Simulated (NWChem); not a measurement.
# r2SCAN/6-311+G(d,p) run of AlCl (SMILES [Al][Cl])

Aim: the electronic atomisation energy of AlCl at r2SCAN/6-311+G**, from 3 runs. 

The calculation is run with NWChem 7.3.0.

2 further runs of the same task are left out: 1 that didn't finish, 1 set aside as unsound or not needed.

## (1) Starting point

AlCl: 2 atoms, total charge 0, spin state singlet. SMILES: `[Al][Cl]`. The bond length is the measured one.

Bond lengths: Al1–Cl2 2.130 Å.

## (2) A single-point energy at r2SCAN/6-311+G(d,p)

The input, run.nw:

```
start run
memory stack 880 mb heap 220 mb global 1100 mb

geometry units angstrom noautosym nocenter noautoz
  Al     0.000000     0.000000     0.000000
  Cl     0.000000     0.000000     2.130113
end

basis spherical bse
  * library 6-311+G**
end

dft
  xc r2scan
  grid huge
  convergence energy 1e-08
  maxiter 100
  mulliken
  noprint "final vectors analysis"
end

task dft energy
```

Run with:

```
$ nwchem run.nw > run.out
```

Output:

```text
[...]
          Wavefunction type:  closed shell.
          No. of atoms     :     2
          No. of electrons :    30
[...]
          Charge           :     0
          Spin multiplicity:     1
[...]
          AO basis - number of functions:    60
[...]
              XC Information
              --------------
                      r^2SCAN Method XC Functional
               r^2SCAN metaGGA Exchange Functional  1.000
                     r^2SCAN Correlation Potential  1.000
[...]
 d= 0,ls=0.0,diis     1   -702.5990029745 -7.58D+02  1.69D-02  8.13D-01     1.5
[...]
 d= 0,ls=0.0,diis     8   -702.6318069359 -2.42D-09  4.16D-06  4.59D-08     8.4
         Total DFT energy =     -702.631806935856
      One electron energy =    -1082.096664060353
           Coulomb energy =      371.380721018955
    Exchange-Corr. energy =      -46.818196319514
 Nuclear repulsion energy =       54.902332425056
[...]
      Total Density - Mulliken Population Analysis
     ---------------------------------------------
    Atom       Charge   Shell Charges
 -----------   ------   -------------------------------------------------------
    1 Al  13    12.89   0.79  1.18  0.99  1.00  1.06  1.04  2.12  3.79  0.34  0.37  0.14  0.12 -0.13  0.09
    2 Cl  17    17.11   0.78  1.19  0.90  1.08  1.00  1.05  7.41 -1.51  1.07  3.03  1.46 -0.18 -0.18  0.01
[...]
```

Run time: 9.6 s. Hardware: 1 thread of Intel Xeon 6975P-C (Granite Rapids), shared host; peak memory 0.13 GiB.

## (3) The Al atom, same level

The input, run.xyz:

```xyz
1
Al energy
Al     0.000000     0.000000     0.000000
```

The input, run.nw:

```
start run
title "Al energy"
memory 2200 mb

geometry units angstrom noautosym nocenter noautoz
  load format xyz run.xyz
end

basis spherical bse
  * library 6-311+G**
end

dft
  xc r2scan
  mult 2
  grid huge
  convergence energy 1e-08
  maxiter 100
  mulliken
  noprint "final vectors analysis"
end

task dft energy
```

Run the same way, it converges to -242.32846 Eh (log not shown).

## (4) The Cl atom, same level

The input, cl.nw:

```
echo
start cl
memory 2200 mb
geometry units angstrom noautosym nocenter noautoz
  Cl     0.000000     0.000000     0.000000
end
basis spherical bse
  * library 6-311+G**
end
dft
  xc r2scan
  mult 2
  grid huge
  convergence energy 1e-08
  iterations 100
  mulliken
  noprint "final vectors analysis"
end
task dft
```

Run the same way, it converges to -460.11421 Eh (log not shown).

## (5) Summary of results

Level: r2SCAN/6-311+G**.

| quantity | value |
| --- | --- |
| molecule: total energy | -702.63181 Eh |
| molecule: dipole moment | 1.59 D |
| Al atom: total energy | -242.32846 Eh |
| Al atom: ⟨S²⟩ | 0.755 |
| Cl atom: total energy | -460.11421 Eh |
| Cl atom: ⟨S²⟩ | 0.753 |
| electronic atomisation energy | 5.147 eV |

**Reading.** Taking the molecule apart into free atoms costs 5.15 eV (497 kJ/mol), before zero-point energy and without spin-orbit coupling.
